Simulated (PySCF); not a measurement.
# CH2BF4Ga: the cost of one run

Computed with PySCF 2.14.0, with density-fitted response routines of our own, on a single molecule in the gas phase. Atoms are numbered from 0 throughout.

## (1) The starting structure

9 atoms, charge 0, multiplicity 1; geometry from: PBE0-D3(BJ)/def2-SVP.

Bonds of the start (Å): F0–B1 1.32, B1–F2 1.32, B1–C3 1.55, C3–Ga4 1.94, Ga4–F5 1.74, Ga4–F6 1.74, C3–H7 1.10, C3–H8 1.10.

## (2) NMR shieldings: PBE0/6-31G*

The job: settings as JSON, then the geometry in Å.

```
{"job": {"kind": "nmr", "xc": "PBE0", "basis": "6-31G*", "pop": true}, "charge": 0, "multiplicity": 1}
F     -2.054953     0.505471    -1.087126
B     -1.441416    -0.092185    -0.084857
F     -2.079672    -0.119214     1.073221
C     -0.024892    -0.703040    -0.245186
Ga     1.323565     0.558105     0.359997
F      1.302740     2.261566    -0.011423
F      2.695559     0.086275     1.326357
H      0.212213    -0.908575    -1.300505
H      0.124915    -1.606168     0.363555
```

With the program's defaults for keys left out, this is: GIAO PBE0/6-31G* NMR shielding, non-relativistic, gas phase.

Started as:

```
$ OMP_NUM_THREADS=1 python probes_run.py task.json out
```

The driver reads the jobs from task.json and runs them one after another.

**Question.** How long does this first job take on 1 thread of Arm Neoverse V1, shared host, and how much memory does it need?

About 12 s, with a peak of 0.66 GiB.
